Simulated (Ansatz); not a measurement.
# Br− with H2S: structure and interaction energy

The task here is to estimate one member of a computed series from the others.

Method: PBE0-D4 structure, single points in def2-TZVPPD; program: Ansatz 0.2.0, Gaussian basis.

Levels: PBE-D4, revPBE-D4, BLYP-D4, r2SCAN-D4, B97M-V, PBE0-D4, B3LYP-D4, HSE06-D4, wB97X-V, wB97M-V, B2PLYP, Hartree-Fock, MP2, CCSD, CCSD(T). The reference is CCSD(T) extrapolated to the basis limit. For elements past Ar these valence bases correlate outer-core shells poorly and lack relativity, so that limit is rough.

Correlated methods freeze the cores. Filled d shells of the heavier atoms are correlated. B3LYP uses VWN-RPA correlation. B2PLYP carries no dispersion term here.

163 further runs of the same task are left out: 163 set aside as unsound or not needed.

### The starting structure

The pair, from a GFN2-xTB docking trial: 4 atoms, charge -1, spin multiplicity 1.

Atoms are counted from 1 here; the program's logs count them from 0.

Bond lengths: S2–H3 1.325 Å, S2–H4 1.377 Å. Angles: H3–S2–H4 90.1°.

Coordinates:

```xyz
4

Br    0.08040   -0.26940   -2.29540
S    -0.28190   -0.25980    1.23200
H     0.39230    0.88100    1.20280
H    -0.19080   -0.35190   -0.13930
```

Atoms 1 to 1 are fragment A (Br−), the rest fragment B (H2S).

The first run:

File pre/in.yaml:

```yaml
crystal:
  periodic: [false, false, false]
  atoms:
    - {symbol: Br, position_ang: [0.080400, -0.269400, -2.295400]}
    - {symbol: S, position_ang: [-0.281900, -0.259800, 1.232000]}
    - {symbol: H, position_ang: [0.392300, 0.881000, 1.202800]}
    - {symbol: H, position_ang: [-0.190800, -0.351900, -0.139300]}
basis:
  gaussian: {orbitals: def2-SVPD}
total_charge: -1
hamiltonian: {xc: pbe, dispersion: d4}
relax: {f_tol: 0.03, max_steps: 250}
```

Started as:

```sh
$ ansatz run in.yaml --threads 2 --pin off --events-out ev --progress --plain --max-ram 5222MiB
```

Among the steps run: A first relaxation in a small basis; Relaxation at PBE0-D4; wB97X-V/def2-TZVPPD; wB97M-V/def2-TZVPPD; B2PLYP/def2-TZVPPD; B97M-V/def2-TZVPPD; CCSD(T)/def2-TZVPPD; MP2/def2-QZVPPD; Hartree-Fock/STO-3G; SPW92/def2-SVP; wB97M-V/def2-SVP; CCSD(T)/def2-SVP; Vibrations of the pair.

One of the session's tables, all rows but one given; the rest of the session is left out.

```
      method  interaction (meV)
      PBE-D4                  ?
   revPBE-D4               -587
     BLYP-D4               -554
   r2SCAN-D4               -595
      B97M-V               -531
     PBE0-D4               -591
    B3LYP-D4               -541
    HSE06-D4               -595
     wB97X-V               -503
     wB97M-V               -494
      B2PLYP               -481
Hartree-Fock               -263
         MP2               -506
        CCSD               -420
     CCSD(T)               -456
 CCSD(T)/CBS               -516
```

**Question.** Estimate the row for PBE-D4.

As computed: interaction (meV): -631. In the column «interaction (meV)» it is the lowest.
